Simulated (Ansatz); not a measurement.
# Al, 1 atoms: a single-point run on a GPU

Aim: the ground state of Al in a cell of 1 atom at the typed geometry, and what it costs in time.

Method: run time, single point, PBE, NC, in Ansatz 0.2 early development.

### 1 The system as given

It takes space group Fm-3m (No. 225, cubic). Conventional cell: a = 4.050 Å, b = 4.050 Å, c = 4.050 Å, α = 90.00°, β = 90.00°, γ = 90.00°. Al (site symmetry m-3m) has 12 Al at 2.86 Å as nearest neighbours.

As a file:

```cif
data_structure
_symmetry_space_group_name_H-M 'P 1'
_symmetry_Int_Tables_number 1
_cell_length_a 2.8638
_cell_length_b 2.8638
_cell_length_c 2.8638
_cell_angle_alpha 60.000
_cell_angle_beta 60.000
_cell_angle_gamma 60.000
_cell_volume 16.61
loop_
_atom_site_label
_atom_site_type_symbol
_atom_site_fract_x
_atom_site_fract_y
_atom_site_fract_z
_atom_site_occupancy
Al1 Al 0.00000 0.00000 0.00000 1
```

### 2 The calculation

input.yaml reads:

```yaml
accuracy: medium
crystal:
  lattice:
    - [0.0000000000, 2.0250000000, 2.0250000000]
    - [2.0250000000, 0.0000000000, 2.0250000000]
    - [2.0250000000, 2.0250000000, 0.0000000000]
  atoms:
    - { symbol: Al, position: [0.000000000000, 0.000000000000, 0.000000000000] }
kpoints:
  mp_grid: { grid: [12, 12, 12] }
hamiltonian:
  xc: pbe
  pseudopotentials: { kind: nc, root: pseudopotentials }
scf:
  occupations: { method: fermi_dirac, width: 0.1 eV }
  n_bands: 16
  max_iter: 400
  convergence: { dr2_threshold: 1.0e-14 eV }
output:
  optics: {}
  band_residual_tolerance: 1.0e-6 eV
```

Started as:

```console
ansatz run input --backend cuda --devices 1 --threads 8 --events-out ev
```

**Question.** What will these runs give? Wanted: free energy; electrons solved for; SCF passes in all.

**Answer**, as computed:

```
                      quantity                                                                            value
time per pass of the first SCF                                                                           0.13 s
                   free energy                                                 -167.2999 eV (-167.2999 eV/atom)
          electrons solved for                                                                                3
             SCF passes in all                                                                                8
                     wall time  8.4 s (1 × NVIDIA GB300 with 8 threads of Arm Neoverse V2 (Grace), shared host)
```

What this shows: Of the time up to the last event, 84 % went to the work after the first SCF.
